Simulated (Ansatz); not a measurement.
# Mo: the cost of one run

Method: DFT r2SCAN, scalar-relativistic, plane waves, PAW, in Ansatz 0.2.0.

The COD entry's cell or inner coordinates are ideal or old and differ from later refinements, so a difference from it is no clean test against experiment.

1 further run of the same task is left out (it didn't finish). Runs told in other sessions of the task aren't counted.

## (1) The system as given

The structure is cubic, space group Im-3m (No. 229). Conventional cell: a = 3.150 Å, b = 3.150 Å, c = 3.150 Å, α = 90.00°, β = 90.00°, γ = 90.00°. Mo (site symmetry m-3m) is surrounded by 8 Mo at 2.73 Å.

Coordinates:

```
Mo
1.0
    -1.57521    1.57521    1.57521
     1.57521   -1.57521    1.57521
     1.57521    1.57521   -1.57521
Mo
1
Direct
  0.00000 0.00000 0.00000
```

This cell was relaxed beforehand with the same method: volume 15.63 Å³/atom, gap on the mesh none (metal).

## (2) The reference cell

Reference values: F = -4967.6011 eV; pressure 0.08 GPa; largest force 0.000 eV/Å; gap on the mesh none (metal). It was computed beforehand with the settings of the runs below.

## (3) Setting up energy and stress against strain

The cell is strained by ε times the Voigt pattern (0, 1, 0, 0, 0, 0) (xx, yy, zz, yz, xz, xy; engineering shear), with fractional coordinates fixed (clamped ions). The stress on the pattern is the sum of the stress components weighted by it, tension positive.

## (4) ε = -0.0400

input.yaml

```yaml
crystal:
  lattice:
    - [-1.5752131668, 1.5122046401, 1.5752131668]
    - [1.5752131668, -1.5122046401, 1.5752131668]
    - [1.5752131668, 1.5122046401, -1.5752131668]
  atoms:
    - { symbol: Mo, position: [0.0, 0.0, 0.0] }
basis:
  ecutwfc: 500
kpoints:
  mp_grid: { grid: [26, 26, 26] }
hamiltonian:
  xc: r2scan
scf:
  occupations: { method: gaussian, width: 0.15 }
output:
  forces: true
  stress: true
  eigenvalues: true
```

Started as:

```console
$ ansatz run input.yaml --threads 1 --pin off --max-ram 2560MiB --backend cpu --events-out ev --progress --plain --runs-dir out
```

**Question.** How long does this run take on 1 thread of Intel Xeon at 2.50GHz (Skylake/Cascade Lake), shared host, and how much memory does it need?

About 58 s, with a peak of 0.6 GiB.
